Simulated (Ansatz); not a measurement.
# Cl2FHSi (built from SMILES Cl[Si]Cl.F): a reaction path by the nudged elastic band

What path joins these two structures, and how high does it climb? Both ends were relaxed at PBE0-D4 in triple zeta. A second band with other settings follows.

Method: PBE0-D4/def2-SVP; program: Ansatz 0.2.0, Gaussian basis.

16 further runs of the same task are left out: 16 set aside as unsound or not needed.

**1. The starting structure**

The first end: 5 atoms, charge 0, spin multiplicity 1.

Atoms are counted from 1 here; the program's logs count them from 0.

Bond lengths: Si1–Cl2 2.082 Å, Si1–Cl3 2.082 Å, H4–F5 0.924 Å. Angles: Cl2–Si1–Cl3 101.2°.

Coordinates:

```xyz
5
Cl2FHSi
Si    0.38204   -1.00578    0.47439
Cl    1.56170   -0.91635   -1.23904
Cl   -1.44047   -1.62471   -0.31976
H    -0.18863    2.01638    0.92999
F    -0.31463    1.53046    0.15442
```

The second end:

```
Si    0.00052    0.09017    0.07105
Cl    1.65714   -0.60106   -0.86353
Cl   -1.44014   -1.33107    0.08564
H     0.32304    0.50359    1.44143
F    -0.54056    1.33837   -0.73459
```

**2. The band at PBE0-D4/def2-SVP**

neb/in.yaml reads:

```yaml
crystal:
  periodic: [false, false, false]
  atoms:
    - {symbol: Si, position_ang: [0.382042, -1.005778, 0.474393]}
    - {symbol: Cl, position_ang: [1.561701, -0.916352, -1.239041]}
    - {symbol: Cl, position_ang: [-1.440475, -1.624707, -0.319755]}
    - {symbol: H, position_ang: [-0.188635, 2.016375, 0.929986]}
    - {symbol: F, position_ang: [-0.314632, 1.530462, 0.154416]}
basis:
  gaussian: {orbitals: def2-SVP}
hamiltonian: {xc: pbe0, dispersion: d4}
neb:
  images: 5
  climbing: true
  max_iterations: 40
  initial_path: idpp
  final_atoms:
    - {symbol: Si, position_ang: [0.000521, 0.090173, 0.071049]}
    - {symbol: Cl, position_ang: [1.657143, -0.601063, -0.863529]}
    - {symbol: Cl, position_ang: [-1.440142, -1.331066, 0.085640]}
    - {symbol: H, position_ang: [0.323036, 0.503588, 1.441426]}
    - {symbol: F, position_ang: [-0.540558, 1.338369, -0.734587]}
```

The run is started by

```sh
ansatz run in.yaml --threads 2 --pin off --events-out ev --progress --plain --max-ram 4352MiB
```

Log:

```text
Functional definition: PBE0
  name "PBE0"
  cite "Adamo & Barone, J. Chem. Phys. 110, 6158 (1999) doi:10.1063/1.478522"
  cite "Perdew, Burke & Ernzerhof, Phys. Rev. Lett. 77, 3865 (1996) doi:10.1103/PhysRevLett.77.3865"
  parent pbe
  parameter a = 0.25
  parameter kappa = 0.804
  parameter beta = 0.06672455060314922
  exchange = (1 - a)*pbe_x(kappa = kappa, mu = beta*pi^2/3) + a*exact_x
  correlation = pbe_c(beta = beta)
715 factors; integrals over basis functions are off by at most 3.7e-4 eV
mean field evaluation 1: about -35629.5742 eV, gradient 2.9e1 eV
mean field evaluation 2: about -35628.6381 eV, gradient 3.8e1 eV
mean field evaluation 4: about -35631.0713 eV, gradient 4.0e-1 eV
mean field evaluation 8: about -35631.0808 eV, gradient 1.5e-2 eV
mean field evaluation 16: about -35631.0808 eV, gradient 1.2e-5 eV
mean field -35631.08076543 eV, -1309.4180665157 hartree, gradient 1.2e-5 eV, S^2 0.000000; 0 other end points of the search recorded, 0 dependent functions left out
the calculation of the forces begins
reference -35631.08078617 eV, -1309.4180672776 hartree; 29, 29 occupied and 44, 44 virtual orbitals, 715 factors
[... from here to the last solve, the lines of the solves are left out (71 solves) ...]
WARN: NEB end point (image 0): max|allowed force component| = 2.729e-1 eV/Å (the criterion of neb.relax_end_points is 1.000e-2). That is over neb.f_tol: it is no minimum, so the barrier can be far off. Relax it first
WARN: NEB end point (image 6): max|allowed force component| = 8.069e-1 eV/Å (the criterion of neb.relax_end_points is 1.000e-2). That is over neb.f_tol: it is no minimum, so the barrier can be far off. Relax it first
NEB iter   1: max|band force component| = 6.128e0 eV/Å  barrier→ = 2.5755 eV  barrier← = 5.2386 eV  Δτ_max = 0.2000 Å  (178 SCF iters)
NEB iter   2: max|band force component| = 3.820e0 eV/Å  barrier→ = 1.1557 eV  barrier← = 3.8188 eV  Δτ_max = 0.2000 Å  (148 SCF iters)
NEB iter   3: max|band force component| = 1.569e1 eV/Å  barrier→ = 1.0761 eV  barrier← = 3.7392 eV  Δτ_max = 0.0999 Å  (134 SCF iters)
NEB iter   4: max|band force component| = 1.911e0 eV/Å  barrier→ = 0.7068 eV  barrier← = 3.3698 eV  Δτ_max = 0.0390 Å  (136 SCF iters)
NEB iter   5: max|band force component| = 9.803e-1 eV/Å  barrier→ = 0.7391 eV  barrier← = 3.4022 eV  Δτ_max = 0.0326 Å  (127 SCF iters)
NEB iter   6: max|band force component| = 6.768e-1 eV/Å  barrier→ = 0.7443 eV  barrier← = 3.4074 eV  CI = image 3  Δτ_max = 0.0413 Å  (129 SCF iters)
NEB iter   7: max|band force component| = 1.205e-1 eV/Å  barrier→ = 0.7642 eV  barrier← = 3.4273 eV  CI = image 3  Δτ_max = 0.0060 Å  (130 SCF iters)
715 factors; integrals over basis functions are off by at most 9.7e-4 eV
mean field evaluation 576: about -35632.6037 eV, gradient 1.1e1 eV
mean field -35633.03055014 eV, -1309.4897197820 hartree, gradient 2.6e-6 eV, S^2 0.000000; 0 other end points of the search recorded, 0 dependent functions left out
the calculation of the forces begins
reference -35633.03056921 eV, -1309.4897204828 hartree; 29, 29 occupied and 44, 44 virtual orbitals, 715 factors
NEB iter   8: max|band force component| = 3.040e-2 eV/Å  barrier→ = 0.7638 eV  barrier← = 3.4269 eV  CI = image 3  Δτ_max = 0.0000 Å  (769 SCF iters)
Total energy: -35630.43451376 eV, -1309.3943172046 hartree
Atom 0 at     0.190010    -0.348685     0.350904 Å, force     0.001929    -0.010014    -0.000979 eV/Å
Atom 1 at     1.606115    -0.751488    -1.092293 Å, force    -0.000138    -0.006358     0.002672 eV/Å
Atom 2 at    -1.461710    -1.475815    -0.150942 Å, force     0.004221    -0.005301     0.001333 eV/Å
Atom 3 at     0.032096     1.155206     0.993647 Å, force     0.002836    -0.009493     0.001604 eV/Å
Atom 4 at    -0.366509     1.420782    -0.101317 Å, force    -0.008848     0.031165    -0.004630 eV/Å
Dipole moment:     0.063852     0.060202     0.254396 e Å
```

Wall time 76 s (2 threads of Arm Neoverse V1, shared host).

The last band:

```
image  path (Å)  energy (kcal/mol)  Si1–H4 (Å)  Si1–F5 (Å)  H4–F5 (Å)
    0      0.00                0.0        3.11        2.65       0.92
    1      0.42                0.0        2.59        2.39       0.93
    2      0.83                4.3        2.06        2.22       0.95
    3      1.25               17.6        1.64        1.91       1.20
    4      1.69              -14.5        1.50        1.69       1.65
    5      2.13              -51.7        1.47        1.61       2.12
    6      2.57              -61.4        1.47        1.58       2.49
```

The highest image, 3:

```xyz
5

Si    0.1900   -0.3487    0.3509
Cl    1.6061   -0.7515   -1.0923
Cl   -1.4617   -1.4758   -0.1509
H     0.0321    1.1552    0.9936
F    -0.3665    1.4208   -0.1013
```

**3. The band at PBE0-D4/def2-SVP, other settings**

Edit neb/in.yaml of step 2 so:

```diff
@@ -12,5 +12,5 @@
 neb:
-  images: 5
-  climbing: true
-  max_iterations: 40
+  images: 4
+  climbing: immediate
+  max_iterations: 60
   initial_path: idpp
```

The run is started by

```sh
ansatz run in.yaml --threads 2 --pin off --events-out ev --progress --plain --max-ram 4352MiB
```

Log:

```text
[... 10 set-up lines as earlier in the session ...]
715 factors; integrals over basis functions are off by at most 3.7e-4 eV
mean field evaluation 1: about -35629.5742 eV, gradient 2.9e1 eV
mean field evaluation 2: about -35628.6381 eV, gradient 3.8e1 eV
mean field evaluation 4: about -35631.0713 eV, gradient 4.0e-1 eV
mean field evaluation 8: about -35631.0808 eV, gradient 1.5e-2 eV
mean field evaluation 16: about -35631.0808 eV, gradient 1.2e-5 eV
mean field -35631.08076543 eV, -1309.4180665157 hartree, gradient 1.2e-5 eV, S^2 0.000000; 0 other end points of the search recorded, 0 dependent functions left out
the calculation of the forces begins
reference -35631.08078617 eV, -1309.4180672776 hartree; 29, 29 occupied and 44, 44 virtual orbitals, 715 factors
[... from here to the last solve, the lines of the solves are left out (61 solves) ...]
WARN: NEB end point (image 0): max|allowed force component| = 2.729e-1 eV/Å (the criterion of neb.relax_end_points is 1.000e-2). That is over neb.f_tol: it is no minimum, so the barrier can be far off. Relax it first
WARN: NEB end point (image 5): max|allowed force component| = 8.069e-1 eV/Å (the criterion of neb.relax_end_points is 1.000e-2). That is over neb.f_tol: it is no minimum, so the barrier can be far off. Relax it first
NEB iter   1: max|band force component| = 5.980e0 eV/Å  barrier→ = 2.7954 eV  barrier← = 5.4584 eV  CI = image 2  Δτ_max = 0.2000 Å  (152 SCF iters)
NEB iter   2: max|band force component| = 3.162e0 eV/Å  barrier→ = 2.0373 eV  barrier← = 4.7004 eV  CI = image 2  Δτ_max = 0.2000 Å  (118 SCF iters)
NEB iter   3: max|band force component| = 1.170e1 eV/Å  barrier→ = 1.4202 eV  barrier← = 4.0832 eV  CI = image 2  Δτ_max = 0.1017 Å  (117 SCF iters)
NEB iter   4: max|band force component| = 1.682e0 eV/Å  barrier→ = 1.0929 eV  barrier← = 3.7560 eV  CI = image 2  Δτ_max = 0.1124 Å  (110 SCF iters)
NEB iter   5: max|band force component| = 9.815e-1 eV/Å  barrier→ = 0.8252 eV  barrier← = 3.4883 eV  CI = image 2  Δτ_max = 0.0862 Å  (104 SCF iters)
NEB iter   6: max|band force component| = 3.906e-1 eV/Å  barrier→ = 0.7604 eV  barrier← = 3.4235 eV  CI = image 2  Δτ_max = 0.0294 Å  (105 SCF iters)
NEB iter   7: max|band force component| = 8.626e-2 eV/Å  barrier→ = 0.7641 eV  barrier← = 3.4272 eV  CI = image 2  Δτ_max = 0.0130 Å  (102 SCF iters)
715 factors; integrals over basis functions are off by at most 9.8e-4 eV
mean field -35633.03214947 eV, -1309.4897785562 hartree, gradient 2.5e-6 eV, S^2 0.000000; 0 other end points of the search recorded, 0 dependent functions left out
the calculation of the forces begins
reference -35633.03216853 eV, -1309.4897792569 hartree; 29, 29 occupied and 44, 44 virtual orbitals, 715 factors
NEB iter   8: max|band force component| = 4.892e-2 eV/Å  barrier→ = 0.7638 eV  barrier← = 3.4269 eV  CI = image 2  Δτ_max = 0.0000 Å  (721 SCF iters)
Total energy: -35630.43450533 eV, -1309.3943168951 hartree
Atom 0 at     0.188842    -0.345084     0.349995 Å, force     0.013856    -0.045986     0.009749 eV/Å
Atom 1 at     1.607035    -0.756412    -1.088741 Å, force    -0.000091     0.003823    -0.000636 eV/Å
Atom 2 at    -1.458483    -1.480184    -0.148299 Å, force    -0.001845     0.003420    -0.000103 eV/Å
Atom 3 at     0.030403     1.157861     0.990192 Å, force     0.009649     0.000646     0.031941 eV/Å
Atom 4 at    -0.367795     1.423819    -0.103149 Å, force    -0.021568     0.038096    -0.040951 eV/Å
Dipole moment:     0.062735     0.061836     0.252093 e Å
```

Run time: 64 s. Hardware: 2 threads of Arm Neoverse V1, shared host.

The last band:

```
image  path (Å)  energy (kcal/mol)  Si1–H4 (Å)  Si1–F5 (Å)  H4–F5 (Å)
    0      0.00                0.0        3.11        2.65       0.92
    1      0.61                1.3        2.33        2.33       0.93
    2      1.22               17.6        1.64        1.91       1.19
    3      1.66              -14.5        1.50        1.69       1.65
    4      2.10              -51.7        1.47        1.61       2.12
    5      2.55              -61.4        1.47        1.58       2.49
```

The highest image, 2:

```xyz
5
Cl2FHSi
Si    0.18884   -0.34508    0.35000
Cl    1.60703   -0.75641   -1.08874
Cl   -1.45848   -1.48018   -0.14830
H     0.03040    1.15786    0.99019
F    -0.36779    1.42382   -0.10315
```

**4. Results**

| quantity | value |
| --- | --- |
| PBE0-D4/def2-SVP, 8 iterations | highest 17.6 kcal/mol (image 3), last end -61.4 kcal/mol |
| PBE0-D4/def2-SVP, 8 iterations | highest 17.6 kcal/mol (image 2), last end -61.4 kcal/mol |
| from earlier runs: barrier over the separately found saddle, CCSD(T)/def2-TZVPP | 23.1 kcal/mol |

In words: The highest image lies 17.6 kcal/mol above the first end, and it climbed, so it estimates the saddle. The ends are not quite minima at this level (largest force component 0.81 eV/Å), so the heights are unreliable: relaxing the first end would lower it and raise the barrier above it. The highest image is 5.5 kcal/mol below the CCSD(T) barrier in triple zeta, which comes from separate runs on the saddle. The second band's highest image lies at 17.6 kcal/mol, at the same level with other band settings.
